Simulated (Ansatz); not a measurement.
# MnHg, relaxed

Aim: in MnHg, a strained cell with displaced atoms, relax the atoms in a fixed cell, then read levels, charges and fields where it ends.

Computed, not measured: Ansatz 0.2.0, DFT, r2SCAN, with U_eff = 1.2 eV on Mn d, collinear spin, plane waves, PAW.

**1. The system as given**

Cell: a = 6.556 Å, b = 6.428 Å, c = 3.252 Å, α = 91.51°, β = 89.09°, γ = 88.52°. First neighbours, in Å: Hg1: 8 Mn at 2.61 to 3.00; Hg2: 8 Mn at 2.59 to 3.04; Hg3: 5 Mn at 2.55 to 2.73; Hg4: 8 Mn at 2.57 to 3.10; Mn5: 8 Hg at 2.57 to 3.00; Mn6: 8 Hg at 2.61 to 3.04; Mn7: 8 Hg at 2.59 to 3.01; Mn8: 8 Hg at 2.55 to 3.10.

Its coordinates follow in the input file.

It starts from an earlier solution of the starting cell (checkpoint.read).

**2. Relaxing**

File input.yaml:

```yaml
crystal:
  lattice:
    - [6.55501, 0.084072, 0.052681]
    - [0.084072, 6.427355, -0.085606]
    - [0.02634, -0.042803, 3.251508]
  atoms:
    - { symbol: Hg, position: [0.999175, 0.003299, 0.962036] }
    - { symbol: Hg, position: [0.983021, 0.495577, 0.988915] }
    - { symbol: Hg, position: [0.501603, 0.981792, 0.009058] }
    - { symbol: Hg, position: [0.480407, 0.499092, 0.984391] }
    - { symbol: Mn, position: [0.274923, 0.260739, 0.448417], spin: 4.5 }
    - { symbol: Mn, position: [0.252447, 0.767866, 0.518181], spin: -4.5 }
    - { symbol: Mn, position: [0.751381, 0.272937, 0.524842], spin: 4.5 }
    - { symbol: Mn, position: [0.750624, 0.780321, 0.528047], spin: -4.5 }
kpoints:
  mp_grid: { grid: [3, 3, 6], shift: [0.0, 0.5, 0.0] }
magnetization:
  spin_polarized: true
scf:
  occupations: { method: fermi_dirac, width: 0.0202 }
  lower_state_search: "off"
hamiltonian:
  pseudopotentials: { kind: paw }
  xc: r2scan
  hubbard:
    projectors: all-electron-ortho-atomic
    sites: [{ species: Mn, l: d, u_eff: 1.2 }]
basis:
  ecutwfc: 500
  fft_grid_basis: typed
relax:
  max_steps: 80
output:
  forces: true
  stress: true
  eigenvalues: true
  bader: false
  populations: true
  elf: true
  write_potential: true
  volumetric_format: npy
  dos:
    e_range: [-12, 8]
    de: 0.05
    projected: { site_lists: { Hg: [Hg], Mn: [Mn] } }
  write_density: true
checkpoint:
  read: saved_state
```

Command:

```sh
$ ansatz run input.yaml --threads 2 --pin off --max-ram 4096MiB --backend cpu --events-out ev --progress --plain --runs-dir out
```

**Question.** What will these runs give? Wanted: moves; energy gained; largest move; pressure left in the fixed cell; character; net moment; largest moment.

The runs gave:

```
                                                 quantity                   value
                                                    moves                       3
                                            energy gained           84.9 meV/atom
                                             largest move            0.23 Å (Mn5)
                     space group (0.01 Å), before / after                P1 / P-1
                          pressure left in the fixed cell                10.4 GPa
                                                character                   metal
density of states, mean within 0.25 eV of the Fermi level     3.1 per eV per cell
                                               net moment        0.00 μB per cell
                                           largest moment  4.24 μB on Mn (sphere)
```

**Reading.** In the fixed cell the largest move of an atom is 0.23 Å; the energy fell by 84.9 meV per atom. The fixed cell still holds a mean pressure of 10.4 GPa, so it would expand if let free. Within 0.01 Å the space group went from P1 to P-1. Bands cross the Fermi level: a metal; within 0.25 eV of the Fermi level the density of states averages 3.1 per eV per cell. The moments, up to 4.24 μB on Mn, are compensated: the net moment is 0.00 μB per cell against 18.35 μB of absolute spin density.

Caveats: one start, so the state may not be the lowest; the k mesh is coarse for a cell without a gap; the SCF threshold is loose for a stress.
